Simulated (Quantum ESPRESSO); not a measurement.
## Si: zone-centre phonons and dielectric response under several settings

```
Si
1.0
     0.00000    2.71550    2.70192
     2.71550    0.00000    2.70192
     2.71550    2.71550    0.00000
Si
2
Direct
  0.00000 0.00000 0.00000
  0.25000 0.25000 0.25000
```

All runs used Quantum ESPRESSO 7.5; k mesh 10 × 10 × 10, shifted; given cell, atoms relaxed; no spin polarisation; occupations smeared at first, fixed for the response.

```tsv
level	potentials	cutoff (eV)	pressure (GPa)	lowest optical mode without the field (cm⁻¹)	highest optical mode without the field (cm⁻¹)	ε∞ (mean)	ε0 (mean)
PBE	PseudoDojo 0.4.1 SR PBE standard	490	2.4	516	516	12.87	12.9
LDA	PseudoDojo 0.4.1 SR LDA standard	435	?	?	?	?	?
```

**Question.** What stands in the row left open?

**Answer.** Pressure -1.5 GPa; lowest optical mode without the field 505 cm⁻¹; highest optical mode without the field 506 cm⁻¹; ε∞ 13.26; ε0 13.3.
